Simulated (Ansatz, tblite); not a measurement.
**SnHMe2(nBu) (C6H16Sn): rung by rung**

One table from this session's results is given with a row withheld; the runs are named, their logs left out.

The runs use Ansatz 0.2.0, Gaussian basis; as each input shows.

The runs, in order: GFN1-xTB, GFN2-xTB, PBE-D4/def2-TZVP, r2SCAN-D4/def2-TZVP, BLYP-D4/def2-TZVP, r2SCAN0-D4/def2-TZVP, HF/def2-TZVP, PBE-D4/def2-SVP, PBE0-D4/def2-SVP, PBE0-D4/def2-TZVPD, PBE-D4/def2-TZVPD, BLYP-D4/def2-TZVPD, CCSD(T)/def2-SVP, MP2/def2-TZVP, RPA/def2-TZVP.

5 further runs of the same task are left out: 2 that didn't finish, 3 set aside as unsound or not needed.

### The structure

The singlet was relaxed beforehand with r2SCAN-D4/def2-SVP.

23 atoms, charge 0, spin multiplicity 1.

Bond lengths: Sn1–H2 1.728 Å, Sn1–C3 2.162 Å, Sn1–C7 2.163 Å, Sn1–C11 2.173 Å, C3–H4 1.100 Å, C3–H5 1.100 Å, C3–H6 1.100 Å, C7–H8 1.100 Å, C7–H9 1.101 Å, C7–H10 1.100 Å, C11–C12 1.530 Å, C11–H15 1.106 Å, C11–H16 1.103 Å, C12–C13 1.534 Å, C12–H17 1.107 Å, C12–H18 1.106 Å, C13–C14 1.525 Å, C13–H19 1.105 Å and more. Angles: H2–Sn1–C3 109.6°, H2–Sn1–C7 109.2°, H2–Sn1–C11 109.1°, C3–Sn1–C7 109.5°, C3–Sn1–C11 110.4°, C7–Sn1–C11 109.0°, Sn1–C3–H4 110.4°, Sn1–C3–H5 110.0°, Sn1–C3–H6 110.5°, H4–C3–H5 108.6°, H4–C3–H6 108.6°, H5–C3–H6 108.7°, Sn1–C7–H8 110.6°, Sn1–C7–H9 109.9°, Sn1–C7–H10 110.4°, H8–C7–H9 108.7°, H8–C7–H10 108.5°, H9–C7–H10 108.6° and more.

Sn takes a core potential in the def2 sets. No spin-orbit coupling is included.

PBE0-D4/def2-TZVP was run before; its log isn't repeated, and its numbers join the tables.

Set-up of the first run:

Tight binding, by tblite at 300 K electronic temperature and without a spin-polarisation term:

```python
tblite.interface.Calculator('GFN1-xTB', numbers, positions, charge=0, uhf=0).singlepoint()
```

Tight binding, by tblite at 300 K electronic temperature and without a spin-polarisation term:

```python
tblite.interface.Calculator('GFN2-xTB', numbers, positions, charge=0, uhf=0).singlepoint()
```

start.molden holds the orbitals of an earlier run on this state, given as this run's starting guess.

Input file in.yaml:

```yaml
crystal:
  periodic: [false, false, false]
  atoms:
    - {symbol: Sn, position_ang: [1.103612, 1.431107, 0.416219]}
    - {symbol: H, position_ang: [1.285803, 1.408484, 2.134822]}
    - {symbol: C, position_ang: [3.043813, 1.636770, -0.515315]}
    - {symbol: H, position_ang: [3.519714, 2.578937, -0.205267]}
    - {symbol: H, position_ang: [2.936950, 1.640490, -1.610495]}
    - {symbol: H, position_ang: [3.699219, 0.801176, -0.228250]}
    - {symbol: C, position_ang: [-0.147758, 3.103293, -0.146001]}
    - {symbol: H, position_ang: [-1.144691, 3.011358, 0.310011]}
    - {symbol: H, position_ang: [-0.262476, 3.134336, -1.240131]}
    - {symbol: H, position_ang: [0.303164, 4.049894, 0.187081]}
    - {symbol: C, position_ang: [0.150111, -0.413527, -0.223233]}
    - {symbol: C, position_ang: [-1.196826, -0.667409, 0.455714]}
    - {symbol: C, position_ang: [-1.942262, -1.906563, -0.056987]}
    - {symbol: C, position_ang: [-1.208471, -3.222457, 0.179430]}
    - {symbol: H, position_ang: [0.027477, -0.353042, -1.320367]}
    - {symbol: H, position_ang: [0.859304, -1.236711, -0.031551]}
    - {symbol: H, position_ang: [-1.049754, -0.765713, 1.548601]}
    - {symbol: H, position_ang: [-1.853578, 0.212131, 0.322056]}
    - {symbol: H, position_ang: [-2.932897, -1.948582, 0.430989]}
    - {symbol: H, position_ang: [-2.142458, -1.782832, -1.137964]}
    - {symbol: H, position_ang: [-1.810190, -4.082399, -0.154277]}
    - {symbol: H, position_ang: [-0.251760, -3.261657, -0.365494]}
    - {symbol: H, position_ang: [-0.986047, -3.367083, 1.250417]}
basis:
  gaussian: {orbitals: def2-TZVP, initial_orbitals: start.molden}
hamiltonian: {xc: pbe, dispersion: d4}
scf: {omitted_lower_state_checks: [starts]}
output: {orbitals: {seedname: orbitals}}
```

Command:

```
$ ansatz run in.yaml --threads 4 --pin off --events-out ev --progress --plain --max-ram 4787MiB
```

Steps of the session up to this table: PBE-D4/def2-TZVP; r2SCAN-D4/def2-TZVP; BLYP-D4/def2-TZVP; r2SCAN0-D4/def2-TZVP; HF/def2-TZVP; PBE-D4/def2-SVP; PBE0-D4/def2-SVP; PBE0-D4/def2-TZVPD; PBE-D4/def2-TZVPD; BLYP-D4/def2-TZVPD; CCSD(T)/def2-SVP; MP2/def2-TZVP; RPA/def2-TZVP.

One table of the session follows, with a row left open; its other results are not shown here.

```
              method  binding an atom (eV)
         HF/def2-SVP                     ?
        HF/def2-TZVP                 2.901
     PBE-D4/def2-SVP                 3.912
    PBE-D4/def2-TZVP                 3.893
   PBE-D4/def2-TZVPD                 3.894
   BLYP-D4/def2-TZVP                 3.815
  BLYP-D4/def2-TZVPD                 3.815
 r2SCAN-D4/def2-TZVP                 3.846
    PBE0-D4/def2-SVP                 3.883
   PBE0-D4/def2-TZVP                 3.859
  PBE0-D4/def2-TZVPD                 3.859
r2SCAN0-D4/def2-TZVP                 3.818
        MP2/def2-SVP                 3.697
       MP2/def2-TZVP                 3.733
       CCSD/def2-SVP                 3.664
    CCSD(T)/def2-SVP                 3.694
```

**Question.** Estimate the row for HF/def2-SVP.

As computed: binding an atom (eV): 2.940. In the column «binding an atom (eV)» it lies between HF/def2-TZVP (2.901) and CCSD/def2-SVP (3.664).

Among the levels timed on like hardware and quicker than the yardstick, those that no quicker one beats, quickest first: PBE-D4/def2-SVP (5.5 s, +0.218 eV); PBE0-D4/def2-SVP (8.1 s, +0.189 eV); BLYP-D4/def2-TZVP (12 s, +0.121 eV); MP2/def2-TZVP (21 s, +0.039 eV).

To keep in mind: Free atoms were run apart at each level; binding is atoms less cluster, divided by the number of atoms, without zero-point or spin-orbit terms. The yardstick is in a double-zeta basis, so levels in larger sets aren't compared like for like.
